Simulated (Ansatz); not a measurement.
# GaGe3 (Pm-3m) in Ansatz: equation of state

How stiff is GaGe3 in PBE, and what volume does it want? The cell is scaled to several volumes.

All numbers are computed with Ansatz 0.2.0; they aren't measurements. Logs are shortened: lines on timing, memory, paths and dates and some standing lists are left out, and cuts for length are marked.

**1. The structure**

It takes space group Pm-3m (No. 221, cubic). Conventional cell: a = 4.278 Å, b = 4.278 Å, c = 4.278 Å, α = 90.00°, β = 90.00°, γ = 90.00°. Ge (site symmetry 4/mmm) is surrounded by 8 Ge at 3.03 Å and 4 Ga at 3.03 Å. Around Ga (site symmetry m-3m) lie 12 Ge at 3.03 Å.

The cell comes from a database or a generator and needn't be the stable form of this composition.

**2. Single point, PBE, 18.40 Å³/atom (volume scaled by 0.94)**

Contents of input.yaml:

```yaml
crystal:
  lattice:
    - [4.1911258602, 0.0, 0.0]
    - [0.0, 4.1911258602, 0.0]
    - [0.0, 0.0, 4.1911258602]
  atoms:
    - { symbol: Ge, position: [0.5, 0.5, 0.0] }
    - { symbol: Ge, position: [0.5, 0.0, 0.5] }
    - { symbol: Ge, position: [0.0, 0.5, 0.5] }
    - { symbol: Ga, position: [0.0, 0.0, 0.0] }
hamiltonian:
  xc: pbe
  pseudopotentials: { kind: paw }
kpoints:
  mp_grid: { grid: [6, 6, 6] }
scf:
  occupations: { method: fermi_dirac, width: 0.05 }
output:
  forces: true
  stress: true
  eigenvalues: true
```

Potentials or basis: Ansatz PAW.

The run is started by

```bash
$ ansatz run input.yaml --threads 2 --pin off --max-ram 5120MiB --backend cpu --events-out ev --progress --plain --runs-dir out
```

Log:

```text
Warning: RAYON_NUM_THREADS=2 ignored (pool sized by the plan → 2); use --threads N
Engine: ansatz 0.2.0, aarch64-unknown-linux-gnu
Pseudopotentials: kind: paw
Pseudopotential: Ge, paw, valence charge 14, recommended cutoff 420 eV (normal), Ge.paw.azcp
Pseudopotential: Ga, paw, valence charge 13, recommended cutoff 420 eV (normal), Ga.paw.azcp
Functional definition: PBE
  parameter kappa = 0.804
  parameter beta = 0.06672455060314922
  exchange = pbe_x(kappa = kappa, mu = beta*pi^2/3)
  correlation = pbe_c(beta = beta)
Crystal: 4 atoms, lattice volume = 73.619 Å³
Basis set: ecut = 420 eV, 1419 PW (Γ), exchange–correlation on 60×60×60 points (8 copies of the dense FFT grid, shifted against one another)
Bands: 33, of which v1, the nominal top of the filled ones, is band 28 counted from 1 (27 counted from 0)
Symmetry: 48 space group operations
Space group: Pm-3m (ITA 221), of the structure as read, at distance tolerance 4.2e-5 Å
k-points: 20 of 216
Non-local potential: Ge, projectors of the file, l = 0: 2, l = 1: 2, l = 2: 3, l = 3: 1
Non-local potential: Ga, projectors of the file, l = 0: 2, l = 1: 2, l = 2: 3, l = 3: 1
PAW form: soft (Blöchl's): semilocal exchange-correlation on the pseudo side does not see the compensation charge
PAW one-centre angular grid: Ge, 590 points (default); XC on 64 Gauss nodes
PAW one-centre angular grid: Ga, 590 points (default); XC on 64 Gauss nodes
Initial density: superposition of atomic densities (neutral atoms: chi_scale 0, normalization atom), corrected by the library's trained network
Initial wavefunctions: pseudopotential atomic-orbital guess
Functional: x = pbe(κ = 0.804, μ = 0.2195149727645171), c = pbe(β = 0.06672455060314922)
SCF iter   1: F=—  HF=-16666.871567 eV  |F-HF|=—  |Δ(HF+E_count)|=         —  Δρ=8.58e-4  dr2=5.28e-4  ethr=1.77e-3  ⟨swp⟩=6.3  Hψ=2423  notcnv=0
preconditioner: auto → Kerker (q_TF=auto, 2.599 Å⁻¹)  [metal: Δε(μ)=0.060 eV  Ē_g=20.500 eV  σ=0.050 eV  W_gap=0.29  n_scr=26 (ndim 8)  ℏωp=32.1 eV  f_vac=0.000  D(μ)=2.79/eV (n_scr^D=26)]
SCF iter   2: F=—  HF=-16666.870360 eV  |F-HF|=—  |Δ(HF+E_count)|=   1.21e-3  Δρ=6.94e-4  dr2=2.17e-4  ethr=9.61e-7  ⟨swp⟩=2.0  Hψ=1329  notcnv=0
SCF iter   3: F=—  HF=-16666.870398 eV  |F-HF|=—  |Δ(HF+E_count)|=   3.74e-5  Δρ=3.60e-4  dr2=1.09e-4  ethr=3.95e-7  ⟨swp⟩=2.0  Hψ=750  notcnv=0
SCF iter   4: F=—  HF=-16666.870410 eV  |F-HF|=—  |Δ(HF+E_count)|=   1.23e-5  Δρ=1.35e-4  dr2=7.97e-6  ethr=1.97e-7  ⟨swp⟩=2.0  Hψ=783  notcnv=0
SCF iter   5: F=—  HF=-16666.870482 eV  |F-HF|=—  |Δ(HF+E_count)|=   7.20e-5  Δρ=6.91e-5  dr2=1.79e-6  ethr=1.45e-8  ⟨swp⟩=2.0  Hψ=1125  notcnv=0
SCF iter   6: F=—  HF=-16666.870483 eV  |F-HF|=—  |Δ(HF+E_count)|=   9.66e-7  Δρ=2.69e-5  dr2=2.77e-7  ethr=3.25e-9  ⟨swp⟩=2.0  Hψ=904  notcnv=0
SCF iter   7: F=-16666.870483 eV  HF=-16666.870483 eV  |F-HF|=9.39e-8  |Δ(HF+E_count)|=   2.49e-7  Δρ=1.02e-5  dr2=4.54e-8  ethr=1.82e-10  ⟨swp⟩=5.4  Hψ=2273  notcnv=0
SCF 1 converged in 7 iterations: F = -16666.870483 eV  dr2 = 4.54e-8
SCF converged after 7 iterations
Free energy (F): -16666.870483 eV
Harris-Foulkes:  -16666.870483 eV  (|F-HF|=9.39e-8)
Internal energy: -16666.846880 eV  (E = F + TS)
E sigma→0 (E₀):  -16666.858681 eV
Entropy (-TS):   -0.023603 eV (-5.901 meV/atom)
Fermi energy:    11.197094 eV
--- Per-component energies (eV) ---
  E_band       = -354.627677
  E_kinetic    = 446.733159
  E_local      = -8088.802021  (includes V_loc(G=0)·N_el)
  E_nonlocal   = 1667.022163
  E_hartree    = 3597.852124
  E_xc         = -297.268575
  E_vxc        = -253.067867  (∫ρ·V_xc dr)
  E_paw        = -8033.094335  (= ΣΔE_a)
  E_vpaw       = -1322.232615  (= ΣTr[D̂ρ^β])
  E_aug_tail   = 0.000710  (compensation charges beyond the density's cutoff)
  E_ewald      = -5959.290105
  E_smearing   = -0.023603  (= −TS)
  E_closure    = -0.000000  (closes the sum)
  Σ components = -16666.870483   (vs F -16666.870483, Δ=0.00e0)
--- Forces (eV/Å), atoms counted from 1 ---
  atom   1  Ge     0.00000000    -0.00000000     0.00000000
  atom   2  Ge     0.00000000    -0.00000000     0.00000000
  atom   3  Ge     0.00000000    -0.00000000    -0.00000000
  atom   4  Ga    -0.00000000     0.00000000     0.00000000
  max |Σ_I F_I| component: 9.83e-29 eV/Å
--- Stress (GPa, compression-positive) ---
        3.922637       0.000000       0.000000
        0.000000       3.922637       0.000000
        0.000000       0.000000       3.922637
  P = ⅓ Tr σ = 3.9226 GPa (39.226 kbar)
--- Band table (eV; the first three rows and the last of 20) ---
  k-point 0: bands = ["-13.6475", "-13.6475", "-13.6475", "-13.6363", "-13.5963", "-13.5963", "-13.5588", "-13.5588", "-13.5588", "-13.5357", "-13.5357", "-13.5071", "-13.4923", "-13.4923", "-13.4923", "-3.6245", "-3.6245", "-3.6034", "-3.6034", "-3.6034", "-1.8233", "5.6996", "5.6996", "7.1153", "7.1153", "7.1153", "7.8856", "13.8954", "13.8954", "13.8954", "14.8479", "14.8479", "14.8479"]
  k-point 1: bands = ["-13.6460", "-13.6380", "-13.6380", "-13.6300", "-13.5954", "-13.5907", "-13.5602", "-13.5590", "-13.5590", "-13.5409", "-13.5356", "-13.5118", "-13.5027", "-13.5027", "-13.4923", "-3.6234", "-3.6202", "-3.6070", "-3.6070", "-3.6033", "-1.5907", "4.0117", "5.8094", "7.3150", "7.3708", "7.3708", "9.9079", "12.9065", "12.9518", "12.9518", "13.6120", "14.7080", "14.7080"]
  k-point 2: bands = ["-13.6429", "-13.6144", "-13.6119", "-13.6119", "-13.5932", "-13.5767", "-13.5632", "-13.5602", "-13.5602", "-13.5546", "-13.5354", "-13.5299", "-13.5299", "-13.5241", "-13.4923", "-3.6212", "-3.6143", "-3.6143", "-3.6120", "-3.6031", "-0.8998", "2.0004", "6.0631", "7.7222", "8.1209", "8.1209", "11.0817", "11.0817", "11.5868", "11.9472", "13.0580", "15.3385", "15.3385"]
  k-point 19: bands = ["-13.6102", "-13.6102", "-13.6102", "-13.6093", "-13.6041", "-13.6041", "-13.6041", "-13.5462", "-13.5462", "-13.5461", "-13.5461", "-13.5461", "-13.5042", "-13.5042", "-13.5042", "-3.6391", "-3.6391", "-3.6391", "-3.5876", "-3.5876", "3.3051", "3.3051", "3.3051", "5.4381", "5.8344", "5.9335", "5.9335", "5.9335", "18.2210", "18.2210", "18.2899", "18.2899", "18.2899"]
```

Run time: 1.5 s. Hardware: 2 threads of Arm Neoverse V1, shared host; peak memory 0.36 GiB.

What came out:

```yaml
Free_energy: -16666.8705 eV
Pressure: 3.9 GPa
Band_gap_on_the_k_mesh: none (metal or under the smearing width)
```

**3. Single point, PBE, 18.80 Å³/atom (volume scaled by 0.96)**

input.yaml: that of step 2 with these lines changed.

```diff
@@ -2,5 +2,5 @@
   lattice:
-    - [4.1911258602, 0.0, 0.0]
-    - [0.0, 4.1911258602, 0.0]
-    - [0.0, 0.0, 4.1911258602]
+    - [4.2206418035, 0.0, 0.0]
+    - [0.0, 4.2206418035, 0.0]
+    - [0.0, 0.0, 4.2206418035]
   atoms:
```

Potentials or basis: Ansatz PAW.

The run is started by

```bash
$ ansatz run input.yaml --threads 2 --pin off --max-ram 5120MiB --backend cpu --events-out ev --progress --plain --runs-dir out
```

Run time: 1.6 s. Hardware: 2 threads of Arm Neoverse V1, shared host; peak memory 0.36 GiB.

Results (log left out):

```
Free energy            : -16666.9016 eV
Pressure               : 2.4 GPa
Band gap on the k mesh : none (metal or under the smearing width)
```

**4. Single point, PBE, 19.19 Å³/atom (volume scaled by 0.98)**

input.yaml: that of step 3 with these lines changed.

```diff
@@ -2,5 +2,5 @@
   lattice:
-    - [4.2206418035, 0.0, 0.0]
-    - [0.0, 4.2206418035, 0.0]
-    - [0.0, 0.0, 4.2206418035]
+    - [4.2497505979, 0.0, 0.0]
+    - [0.0, 4.2497505979, 0.0]
+    - [0.0, 0.0, 4.2497505979]
   atoms:
```

The run is started by

```bash
$ ansatz run input.yaml --threads 2 --pin off --max-ram 5120MiB --backend cpu --events-out ev --progress --plain --runs-dir out
```

Wall time 1.9 s (2 threads of Arm Neoverse V1, shared host); peak memory 0.36 GiB.

It converged, with:

| Property | Result |
| --- | --- |
| Free energy | -16666.9189 eV |
| Pressure | 1.1 GPa |
| Band gap on the k mesh | none (metal or under the smearing width) |

**5. Single point, PBE, 19.58 Å³/atom**

input.yaml: that of step 4 with these lines changed.

```diff
@@ -2,5 +2,5 @@
   lattice:
-    - [4.2497505979, 0.0, 0.0]
-    - [0.0, 4.2497505979, 0.0]
-    - [0.0, 0.0, 4.2497505979]
+    - [4.278466, 0.0, 0.0]
+    - [0.0, 4.278466, 0.0]
+    - [0.0, 0.0, 4.278466]
   atoms:
@@ -21 +21,5 @@
   eigenvalues: true
+  write_density: true
+  write_potential: true
+  elf: true
+  volumetric_format: npy
```

The run is started by

```bash
$ ansatz run input.yaml --threads 2 --pin off --max-ram 5120MiB --backend cpu --events-out ev --progress --plain --runs-dir out
```

Run time: 2.5 s. Hardware: 2 threads of Arm Neoverse V1, shared host; peak memory 0.37 GiB.

Results (log left out):

- Free energy: -16666.9241 eV
- Pressure: -0.1 GPa
- Band gap on the k mesh: none (metal or under the smearing width)

**6. Single point, PBE, 19.97 Å³/atom (volume scaled by 1.02)**

input.yaml: that of step 5 with these lines changed.

```diff
@@ -2,5 +2,5 @@
   lattice:
-    - [4.278466, 0.0, 0.0]
-    - [0.0, 4.278466, 0.0]
-    - [0.0, 0.0, 4.278466]
+    - [4.3068010377, 0.0, 0.0]
+    - [0.0, 4.3068010377, 0.0]
+    - [0.0, 0.0, 4.3068010377]
   atoms:
@@ -21,5 +21 @@
   eigenvalues: true
-  write_density: true
-  write_potential: true
-  elf: true
-  volumetric_format: npy
```

Potentials or basis: Ansatz PAW.

The run is started by

```bash
$ ansatz run input.yaml --threads 2 --pin off --max-ram 5120MiB --backend cpu --events-out ev --progress --plain --runs-dir out
```

Run time: 2.2 s. Hardware: 2 threads of Arm Neoverse V1, shared host; peak memory 0.36 GiB.

It converged, with:

```yaml
Free_energy: -16666.9183 eV
Pressure: -1.1 GPa
Band_gap_on_the_k_mesh: none (metal or under the smearing width)
```

**7. Single point, PBE, 20.36 Å³/atom (volume scaled by 1.04)**

input.yaml: that of step 6 with these lines changed.

```diff
@@ -2,5 +2,5 @@
   lattice:
-    - [4.3068010377, 0.0, 0.0]
-    - [0.0, 4.3068010377, 0.0]
-    - [0.0, 0.0, 4.3068010377]
+    - [4.3347680618, 0.0, 0.0]
+    - [0.0, 4.3347680618, 0.0]
+    - [0.0, 0.0, 4.3347680618]
   atoms:
```

The run is started by

```bash
$ ansatz run input.yaml --threads 2 --pin off --max-ram 5120MiB --backend cpu --events-out ev --progress --plain --runs-dir out
```

Wall time 1.6 s (2 threads of Arm Neoverse V1, shared host); peak memory 0.36 GiB.

Results (log left out):

- Free energy: -16666.9027 eV
- Pressure: -2.1 GPa
- Band gap on the k mesh: none (metal or under the smearing width)

**8. Single point, PBE, 20.75 Å³/atom (volume scaled by 1.06)**

input.yaml: that of step 7 with these lines changed.

```diff
@@ -2,5 +2,5 @@
   lattice:
-    - [4.3347680618, 0.0, 0.0]
-    - [0.0, 4.3347680618, 0.0]
-    - [0.0, 0.0, 4.3347680618]
+    - [4.3623787939, 0.0, 0.0]
+    - [0.0, 4.3623787939, 0.0]
+    - [0.0, 0.0, 4.3623787939]
   atoms:
```

The run is started by

```bash
$ ansatz run input.yaml --threads 2 --pin off --max-ram 5120MiB --backend cpu --events-out ev --progress --plain --runs-dir out
```

Run time: 2 s. Hardware: 2 threads of Arm Neoverse V1, shared host; peak memory 0.36 GiB.

Results (log left out):

- Free energy: -16666.8784 eV
- Pressure: -2.9 GPa
- Band gap on the k mesh: none (metal or under the smearing width)

**9. Equation of state, PBE**

Potentials or basis: Ansatz PAW.

This step only gathers the single runs of the series.

Results:

```yaml
Equilibrium_volume: 19.56 Å³/atom
Bulk_modulus: 56 GPa
Pressure_derivative_of_the_bulk_modulus: 4.6
```

Energy against volume, from the lowest point:
```csv
volume (Å³/atom),energy (meV/atom)
18.405,13.40
18.796,5.62
19.188,1.29
19.580,0.00
19.971,1.44
20.363,5.34
20.754,11.43
```
